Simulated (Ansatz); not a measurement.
# H6SSiSn: up Jacob's ladder to CCSD(T)

An exercise on one series of results from a longer session: the logs are not shown, and one member is left open.

Program: Ansatz 0.2.0, Gaussian basis. Level of theory: functionals in def2-TZVPP, the program's frozen cores in correlated methods. These are calculated values, not measurements.

Levels to be run: LDA (SPW92), PBE-D4, revPBE-D4, BLYP-D4, r2SCAN-D4, B97M-V, PBE0-D4, B3LYP-D4, r2SCANh-D4, r2SCAN0-D4, HSE06-D4, BHLYP-D4, CAM-B3LYP-D4, LC-ωPBE, ωB97X-V, ωB97M-V, B2PLYP, PBE-QIDH; CCSD(T)/def2-SVP; CCSD(T)/def2-TZVPP; MP2/def2-QZVPP; extrapolation to the limit; RPA on PBE.

## The relaxed structure

The geometry comes from an earlier relaxation with PBE0-D4 in a triple-zeta def2 set; it is a stationary point, not always the lowest conformer. Sn takes the def2 core potential; no spin-orbit term is included.

SMILES `[SiH3][S][SnH3]`, 9 atoms, charge 0, spin multiplicity 1.

Atoms are counted from 1 here; the program's logs count them from 0.

Bond lengths: Si1–S2 2.128 Å, Si1–H4 1.487 Å, Si1–H5 1.483 Å, Si1–H6 1.487 Å, S2–Sn3 2.408 Å, Sn3–H7 1.700 Å, Sn3–H8 1.705 Å, Sn3–H9 1.705 Å. Angles: S2–Si1–H4 111.4°, S2–Si1–H5 106.8°, S2–Si1–H6 111.4°, H4–Si1–H5 109.6°, H4–Si1–H6 108.0°, H5–Si1–H6 109.6°, Si1–S2–Sn3 98.6°, S2–Sn3–H7 105.1°, S2–Sn3–H8 108.7°, S2–Sn3–H9 108.7°, H7–Sn3–H8 111.9°, H7–Sn3–H9 111.9°, H8–Sn3–H9 110.5°.

Set-up of the first run:

Contents of in.yaml:

```yaml
crystal:
  periodic: [false, false, false]
  atoms:
    - {symbol: Si, position_ang: [-0.811376, 1.123179, -0.997606]}
    - {symbol: S, position_ang: [1.212808, 0.492989, -0.807886]}
    - {symbol: Sn, position_ang: [0.924440, -1.119433, 0.957311]}
    - {symbol: H, position_ang: [-1.700905, -0.012148, -1.360641]}
    - {symbol: H, position_ang: [-0.842923, 2.144867, -2.072568]}
    - {symbol: H, position_ang: [-1.316212, 1.715403, 0.269823]}
    - {symbol: H, position_ang: [2.480652, -1.740659, 1.246753]}
    - {symbol: H, position_ang: [-0.152168, -2.327851, 0.421428]}
    - {symbol: H, position_ang: [0.294084, -0.322647, 2.326385]}
basis:
  gaussian: {orbitals: def2-TZVPP}
hamiltonian: {xc: lda}
output: {orbitals: {seedname: orbitals}}
```

Command:

```console
> ansatz run in.yaml --threads 2 --pin off --events-out ev --progress --plain --max-ram 4352MiB
```

Among the steps run: LDA; PBE-D4 (GGA); revPBE-D4 (GGA); BLYP-D4 (GGA); r2SCAN-D4 (meta-GGA); B97M-V (meta-GGA); B3LYP-D4 (hybrid); r2SCANh-D4 (hybrid); r2SCAN0-D4 (hybrid); HSE06-D4 (hybrid); BHLYP-D4 (hybrid); CAM-B3LYP-D4 (range-separated); LC-ωPBE (range-separated); ωB97X-V (range-separated); ωB97M-V (range-separated); B2PLYP (double hybrid); PBE-QIDH (double hybrid).

One table of the session follows, with a row left open; its other results are not shown here.

It belongs to the step «Frontier levels by functional». 

```
  functional  HOMO (eV)  gap (eV)
 LDA (SPW92)      -6.22      4.38
      PBE-D4      -6.15      4.55
   revPBE-D4      -6.11      4.61
     BLYP-D4      -5.98      4.47
   r2SCAN-D4      -6.42      5.14
      B97M-V      -6.58      5.20
     PBE0-D4      -7.33      6.56
    B3LYP-D4      -7.08      6.07
  r2SCANh-D4      -6.85      5.85
  r2SCAN0-D4      -7.51      6.92
    HSE06-D4      -6.93      5.80
    BHLYP-D4      -8.37      8.40
CAM-B3LYP-D4          ?         ?
     LC-ωPBE      -9.98     11.23
     ωB97X-V      -9.64     10.77
     ωB97M-V      -9.47     10.31
```

Estimate the missing values for CAM-B3LYP-D4.

The run gave: HOMO (eV): -8.60; gap (eV): 8.74. In the column «HOMO (eV)» it lies between ωB97M-V (-9.47) and BHLYP-D4 (-8.37).
